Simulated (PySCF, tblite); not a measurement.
**C₅H₄FN₂Se radical: geometry, infrared bands and EPR parameters**

Aim: predict the infrared bands and EPR parameters of C₅H₄FN₂Se radical (`N#C[Se][C@@H]1CN=[C][C@@H]1F`).

Computed with tblite 0.8.0 and PySCF 2.14.0, with density-fitted response routines of our own, on a single molecule in the gas phase. Atoms count from 0, in the outputs and in this text.

## 1. Starting geometry

13 atoms, charge 0, multiplicity 2; geometry from: force field or distance geometry start.

Bonds of the start (Å): N0–C1 1.17, C1–Se2 1.88, Se2–C3 1.89, C3–C4 1.54, C4–N5 1.43, N5–C6 1.28, C6–C7 1.49, C7–F8 1.39, C7–C3 1.52, C3–H9 1.10, C4–H10 1.10, C4–H11 1.11, C7–H12 1.09.

## 2. Optimising the geometry with GFN2-xTB

What the job is given:

```
{"job": {"kind": "relax", "xc": "GFN2-xTB", "basis": "xTB"}, "charge": 0, "multiplicity": 2}
N      3.662400     1.163400    -1.306700
C      2.510100     0.990700    -1.423100
Se     0.666000     0.656600    -1.577300
C     -0.028900     0.091800     0.087600
C      0.068800    -1.416900     0.362900
N     -0.793700    -1.519400     1.500600
C     -1.704700    -0.622700     1.469200
C     -1.534500     0.206100     0.247100
F     -2.173900    -0.507900    -0.755200
H      0.389500     0.668900     0.930700
H      1.120900    -1.652900     0.601800
H     -0.300300    -2.014800    -0.501900
H     -1.886300     1.235000     0.346600
```

The run is started by

```sh
$ OMP_NUM_THREADS=1 python probes_run.py task.json out
```

One launch serves the whole session: the jobs run in the order shown.

The log of the run:

```text
step      E/eV     max force
  0    -715.56767    3.217
  1    -715.57307    7.562
  2    -715.80056    2.414
  3    -715.84578    2.818
  4    -715.93262    1.012
  5    -715.99163    0.794
  6    -716.01673    0.606
  7    -716.03932    0.453
  8    -716.05665    0.393
  9    -716.08173    0.553
 10    -716.10201    0.467
 11    -716.12371    0.487
 12    -716.14728    0.520
 13    -716.17422    0.659
 14    -716.20374    0.601
 15    -716.23332    0.469
 16    -716.25511    0.399
 17    -716.26946    0.314
 18    -716.28087    0.322
 19    -716.28928    0.301
 20    -716.29638    0.225
 21    -716.30211    0.160
 22    -716.30620    0.179
 23    -716.30989    0.407
 24    -716.31355    0.160
 25    -716.31738    0.292
 26    -716.32064    0.171
 27    -716.32360    0.147
 28    -716.32600    0.201
 29    -716.32935    0.160
 30    -716.33151    0.138
 31    -716.33313    0.106
 32    -716.33479    0.172
 33    -716.33691    0.184
 34    -716.33879    0.113
 35    -716.34007    0.115
 36    -716.34105    0.110
 37    -716.34211    0.117
 38    -716.34327    0.113
 39    -716.34436    0.082
 40    -716.34538    0.121
 41    -716.34661    0.119
 42    -716.34829    0.119
 43    -716.35040    0.111
 44    -716.35181    0.094
 45    -716.35323    0.099
 46    -716.35461    0.121
 47    -716.35585    0.101
 48    -716.35654    0.110
 49    -716.35711    0.068
 50    -716.35767    0.065
 51    -716.35876    0.097
 52    -716.35971    0.093
 53    -716.36048    0.052
 54    -716.36093    0.051
 55    -716.36126    0.042
 56    -716.36149    0.038
 57    -716.36163    0.025
 58    -716.36171    0.025
 59    -716.36176    0.019
 60    -716.36181    0.019
 61    -716.36186    0.015
 62    -716.36190    0.025
 63    -716.36194    0.025
 64    -716.36197    0.017
 65    -716.36201    0.014
 66    -716.36204    0.020
 67    -716.36208    0.024
 68    -716.36212    0.024
 69    -716.36217    0.022
 70    -716.36222    0.018
 71    -716.36227    0.026
 72    -716.36232    0.030
 73    -716.36238    0.030
 74    -716.36245    0.022
 75    -716.36254    0.030
 76    -716.36267    0.038
 77    -716.36290    0.064
 78    -716.36324    0.085
 79    -716.36383    0.108
 80    -716.36333    0.189
 81    -716.36495    0.065
 82    -716.36549    0.059
 83    -716.35710    0.735
 84    -716.36630    0.089
 85    -716.36676    0.045
 86    -716.36708    0.501
 87    -716.36788    0.087
 88    -716.36821    0.107
 89    -716.36861    0.276
 90    -716.36903    0.097
 91    -716.36927    0.045
 92    -716.36955    0.049
 93    -716.36968    0.029
 94    -716.36981    0.032
 95    -716.36994    0.074
 96    -716.37004    0.021
 97    -716.37015    0.027
 98    -716.37023    0.019
 99    -716.37025    0.013
100    -716.37027    0.020
101    -716.37028    0.025
102    -716.37029    0.018
103    -716.37030    0.009
```

Wall time 0.59 s (1 thread of Arm Neoverse V2, shared host).

Along the way: (not every step is listed)

```
step  energy from step 0 (eV)  largest force (eV/Å)
   0                   0.0000                3.2168
   1                  -0.0054                7.5620
   2                  -0.2329                2.4140
   3                  -0.2781                2.8179
   4                  -0.3650                1.0118
   5                  -0.4240                0.7941
   6                  -0.4491                0.6060
   7                  -0.4716                0.4526
   8                  -0.4890                0.3926
  17                  -0.7018                0.3137
  26                  -0.7530                0.1708
  35                  -0.7724                0.1149
  44                  -0.7841                0.0939
  53                  -0.7928                0.0515
  62                  -0.7942                0.0248
  71                  -0.7946                0.0256
  80                  -0.7957                0.1889
  89                  -0.8009                0.2762
  98                  -0.8026                0.0188
  99                  -0.8026                0.0128
 100                  -0.8026                0.0200
 101                  -0.8026                0.0251
 102                  -0.8026                0.0180
 103                  -0.8026                0.0088
```

Distances of close pairs at the start and the end, largest changes first:

```csv
bond,before (Å),after (Å),change (Å)
Se2–C3,1.890,1.991,+0.100
C1–Se2,1.880,1.820,-0.060
N5–C6,1.279,1.228,-0.051
C3–C7,1.518,1.556,+0.038
N0–C1,1.171,1.147,-0.024
C4–H11,1.114,1.093,-0.021
C3–C4,1.537,1.557,+0.020
C4–N5,1.431,1.447,+0.016
```

The final coordinates are the input of the step that follows.

## 3. Harmonic vibrations with GFN2-xTB

What the job is given:

```
{"job": {"kind": "ir", "xc": "GFN2-xTB", "basis": "xTB"}, "charge": 0, "multiplicity": 2}
N      3.265464     0.548103    -1.393777
C      2.130732     0.548701    -1.559490
Se     0.328537     0.541441    -1.813879
C     -0.030263     0.185223     0.111689
C      0.354196    -1.259172     0.547061
N     -0.906564    -1.897892     0.859353
C     -1.865281    -1.139920     0.738379
C     -1.568110     0.270224     0.331856
F     -2.204858     0.637841    -0.825430
H      0.511233     0.944134     0.680453
H      0.983143    -1.262036     1.439665
H      0.861098    -1.830617    -0.234983
H     -1.863715     0.991960     1.101375
```

The log of the run:

```text
mode    cm-1     km/mol
  1      23.6      5.69
  2      35.9      3.23
  3      83.9      7.52
  4     168.8      1.62
  5     226.3      2.87
  6     284.8      5.52
  7     346.8      8.63
  8     372.8      7.99
  9     406.6      3.28
 10     502.7      4.74
 11     513.6      0.54
 12     585.5      0.87
 13     661.2     26.04
 14     736.0     19.33
 15     896.4      7.44
 16     928.4      0.77
 17     938.1     29.79
 18     960.7     20.74
 19     999.8      8.60
 20    1071.3     73.63
 21    1090.4      0.70
 22    1121.1      1.89
 23    1163.0     11.69
 24    1199.1      4.33
 25    1226.0      2.25
 26    1248.0     14.92
 27    1432.3      5.84
 28    1821.5     94.99
 29    2287.0    277.91
 30    2930.1      9.73
 31    2948.1      6.08
 32    2954.5     11.77
 33    2975.7      6.35
```

Run time: 0.37 s. Hardware: 1 thread of Arm Neoverse V2, shared host.

Which atoms move in the most intense modes:

```
cm⁻¹  km/mol                                atoms
 661    26.0   N5 39 %, C4 18 %, C6 15 %, C3 14 %
 736    19.3            C7 36 %, C3 28 %, C6 17 %
 938    29.8  C7 21 %, C6 20 %, C3 16 %, H12 13 %
 961    20.7   C4 32 %, N5 24 %, C3 18 %, C7 11 %
1071    73.6           C7 52 %, F8 19 %, H12 13 %
1248    14.9                    H12 79 %, C7 16 %
1822    95.0                     C6 55 %, N5 44 %
2287   277.9                     C1 56 %, N0 44 %
```

## 4. EPR parameters: B3LYP/def2-TZVP-core+pcH-1

The job, as its differences from that of step 3:

```diff
@@ -1,2 +1,2 @@
-{"job": {"kind": "ir", "xc": "GFN2-xTB", "basis": "xTB"}, "charge": 0, "multiplicity": 2}
+{"job": {"kind": "epr", "basis": "pcH-1"}, "charge": 0, "multiplicity": 2}
 N      3.265464     0.548103    -1.393777
```

Method: UKS B3LYP, def2-TZVP-core on Se, pcH-1 on C F H N, non-relativistic, mean-field spin-orbit, GIAO.

The log of the run:

```text
UKS, coarse grid
  cycle   1  E = -2803.64122575  |g| = 1.53e+00
  cycle   2  E = -2803.27207585  |g| = 1.21e+00
  cycle   3  E = -2803.35504001  |g| = 1.01e+00
  cycle   4  E = -2803.75826254  |g| = 2.27e-01
  cycle   5  E = -2803.77118993  |g| = 8.12e-02
  cycle   6  E = -2803.77331259  |g| = 3.00e-02
  cycle   7  E = -2803.77356870  |g| = 1.16e-02
  cycle   8  E = -2803.77363005  |g| = 3.87e-03
  cycle   9  E = -2803.77363920  |g| = 1.59e-03
  cycle  10  E = -2803.77364577  |g| = 9.54e-04
UKS, final grid
  cycle   1  E = -2803.77365510  |g| = 1.44e-03
  cycle   2  E = -2803.77365193  |g| = 3.13e-03
  cycle   3  E = -2803.77365637  |g| = 4.25e-04
  cycle   4  E = -2803.77365647  |g| = 1.92e-04
  cycle   5  E = -2803.77365655  |g| = 1.61e-04
  cycle   6  E = -2803.77365658  |g| = 8.33e-05
  cycle   7  E = -2803.77365658  |g| = 1.53e-05
E = -2803.77365658 Eh   <S^2> = 0.7548 (exact 0.7500)
g shifts (ppm)      1          2          3
  rmc          -188       -188       -188
  gc              8         31        -88
  oz_so       -2272        195       1809
  total       -2452         37       1533
hyperfine (MHz)  atom isotope    a_iso     a_fc   dipolar eigenvalues
    0   14N       0.10       0.10     -0.23     -0.15      0.38
    1   13C       3.00       3.00     -0.46     -0.21      0.67
    2  77Se       4.67       4.75     -3.16     -0.24      3.40
    3   13C       2.11       2.08     -4.73     -2.54      7.27
    4   13C     107.53     107.56     -9.78     -9.33     19.11
    5   14N     101.79     101.81     -9.73     -1.83     11.56
    6   13C     560.87     561.02    -59.22    -46.33    105.55
    7   13C     121.06     121.08    -13.98    -12.96     26.94
    8   19F       0.83       0.93     -7.51     -5.48     12.99
    9    1H      -2.22      -2.23     -3.42     -1.08      4.50
   10    1H     -12.18     -12.18     -5.09     -2.65      7.74
   11    1H     -12.67     -12.67     -5.14     -2.76      7.90
   12    1H      -6.14      -6.14     -8.31     -4.81     13.12
```

It took 4.6 min on 1 thread of Arm Neoverse V2, shared host; peak memory 1.4 GiB.

Principal g values 1.99987, 2.00236, 2.00385; g(iso) = 2.00203, against 2.00232 for a free electron.

Hyperfine couplings, nucleus by nucleus at this fixed geometry (no averaging over rotations):

| nuclei | isotope | a(iso) (MHz) | a(iso) (G, at g = 2.0023) | largest dipolar term (MHz) |
| --- | --- | --- | --- | --- |
| C6 | 13C | 560.9 | 200.1 | 105.6 |
| C7 | 13C | 121.1 | 43.2 | 26.9 |
| C4 | 13C | 107.5 | 38.4 | 19.1 |
| N5 | 14N | 101.8 | 36.3 | 11.6 |
| H11 | 1H | -12.7 | -4.5 | 7.9 |
| H10 | 1H | -12.2 | -4.3 | 7.7 |
| H12 | 1H | -6.1 | -2.2 | 13.1 |
| Se2 | 77Se | 4.7 | 1.7 | 3.4 |
| C1 | 13C | 3.0 | 1.1 | 0.7 |
| H9 | 1H | -2.2 | -0.8 | 4.5 |
| C3 | 13C | 2.1 | 0.8 | 7.3 |
| F8 | 19F | 0.8 | 0.3 | 13.0 |
| N0 | 14N | 0.1 | 0.0 | 0.4 |

Mulliken spin populations:

N0 0.00; C1 0.00; Se2 0.00; C3 0.04; C4 0.09; N5 0.06; C6 0.78; C7 0.05; F8 0.00; H9 0.00; H10 -0.01; H11 -0.01; H12 0.00

In first order the couplings over 0.8 MHz of 14N, 1H, 19F give 96 distinct lines over 84.8 G.

The fields below are evaluated on a grid from the run's orbitals.

ELF in a plane through or near 4 of the atoms.

Ten even steps from ' ' (0.00) to '@' (0.95):
```
                                                        
                                                        
                  ..==++==..                            
                  ++%%@@%%==    ::::..                  
                  ++%%@@@@++  ..====--                  
        ..::::::::==%%%%%%==  ..----::                  
      ..--==++****++******==....--==::                  
    ..++****%%##++##====**##++##::..++::                
    --%%@@====%%::##----##::--@@----##::....            
    --@@@@++::%%%%**....++::--##++%%%%****++::          
    ::%%@@@@%%##**--    ++@@@@::..++**%%%%%%++          
    ..**%%%%##++--    ..==++**----####%%%%##==          
      ..::--::..      --**--::##**####++==--..          
                      ::**%%**==**####::..              
                      ..==**--..++%%##::                
                        ..--    --**++..                
                                  ::..                  
                                                        
                                                        
                                                        
```
The map spans 12.4 Å across and 8.9 Å up, centred on the molecule. Atoms in the plane (x, y in Å): N0 (-3.6, 0.2), C3 (0.0, 0.3), C4 (0.0, -1.2), C7 (1.5, 0.7).

On the surface of density 0.002 e/bohr³ the electrostatic potential runs, from the 1st to the 99th percentile, from -1.59 V near N0 to 1.81 V near H12.

The spin density lies nearest to C6 63 %; N5 13 %; C7 10 %; C4 7 %.

## 5. Summary of results

| quantity | value |
| --- | --- |
| strongest single infrared mode (GFN2-xTB) | 2287 cm⁻¹, 278 km/mol |
| zero-point energy (GFN2-xTB) | 50.2 kcal/mol |
| g(iso) (B3LYP) | 2.00203 |
| ⟨S²⟩ | 0.755 (exact 0.75) |
| largest a(iso) | 13C on C6, 560.9 MHz |
| surface potential, 1st and 99th percentile | -1.59 V and 1.81 V |

**Reading.** The optimisation took 103 steps and gained 0.803 eV; among the close pairs (by a distance rule), Se2–C3 changed most, from 1.890 to 1.991 Å. All 33 modes are real, so the xTB geometry is a minimum. The strongest single mode, at 2287 cm⁻¹, moves mainly C1 and N0. Unscaled tight-binding wavenumbers are off by several per cent, some by more. Its intensities can rank the bands wrongly. Most of the unpaired spin sits on C6 (0.78 e). The isotropic g lies 0.3 ppt below the free-electron value. The hyperfine terms hold no scalar relativity, which the heavier nuclei need.
